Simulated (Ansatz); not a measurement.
# ClGaH5NO2: the cost of one run

All numbers below are computed with Ansatz 0.2.0 (RKS PBE0-D4/def2-SVP).

## (1) The system as given

Bond lengths: Ga1–Cl2 2.590 Å, Ga1–O3 1.790 Å, O3–H4 1.010 Å, Ga1–O5 1.790 Å, O5–H6 1.010 Å, Ga1–N7 2.230 Å, N7–H8 1.060 Å, N7–H9 1.060 Å. Angles: Cl2–Ga1–O3 120.0°, Cl2–Ga1–O5 120.0°, Cl2–Ga1–N7 71.6°, O3–Ga1–O5 120.0°, O3–Ga1–N7 96.8°, O5–Ga1–N7 101.3°, Ga1–O3–H4 109.5°, Ga1–O5–H6 109.5°, Ga1–N7–H8 120.0°, Ga1–N7–H9 120.0°, H8–N7–H9 120.0°.

Coordinates:

```xyz
10

Ga    0.0000    0.0000    0.0000
Cl    0.0000    0.0000    2.5900
O     1.5501    0.0000   -0.8950
H     1.8500   -0.9519   -1.0499
O    -1.5501    0.0000   -0.8950
H    -2.0598   -0.8467   -0.6865
N     0.0999    2.1139    0.7032
H     0.4935    2.3354    1.6622
H    -0.2461    2.8972    0.0784
H     0.0694    1.4686    1.8808
```

## (2) Pulling towards end A

Springs on the bonds that form and break draw the guess towards this end; the thresholds are loose.

The input, input.yaml:

```yaml
crystal:
  periodic: [false, false, false]
  atoms:
    - { symbol: Ga, position_ang: [0.0, 0.0, 0.0] }
    - { symbol: Cl, position_ang: [0.0, 0.0, 2.59] }
    - { symbol: O, position_ang: [1.5501, 0.0, -0.895] }
    - { symbol: H, position_ang: [1.85, -0.9519, -1.0499] }
    - { symbol: O, position_ang: [-1.5501, 0.0, -0.895] }
    - { symbol: H, position_ang: [-2.0598, -0.8467, -0.6865] }
    - { symbol: "N", position_ang: [0.0999, 2.1139, 0.7032] }
    - { symbol: H, position_ang: [0.4935, 2.3354, 1.6622] }
    - { symbol: H, position_ang: [-0.2461, 2.8972, 0.0784] }
    - { symbol: H, position_ang: [0.0694, 1.4686, 1.8808] }
basis:
  gaussian: { orbitals: def2-SVP }
hamiltonian:
  xc: pbe0
  dispersion: d4
relax:
  f_tol: 0.15
  max_steps: 25
  restrain:
    - { distance: [0, 6], at: 3.13, k: 30.0 }
    - { distance: [9, 1], at: 2.57, k: 30.0 }
    - { distance: [0, 1], at: 2.24, k: 30.0 }
    - { distance: [9, 6], at: 1.06, k: 30.0 }
```

Run with:

```sh
$ ansatz run input.yaml --threads 4 --pin off --max-ram 5120MiB --backend cpu --events-out ev --progress --plain --runs-dir out
```

Q: Estimate wall time and peak memory on 4 threads of Arm Neoverse V1, shared host.

About 41 s, with a peak of 0.31 GiB.
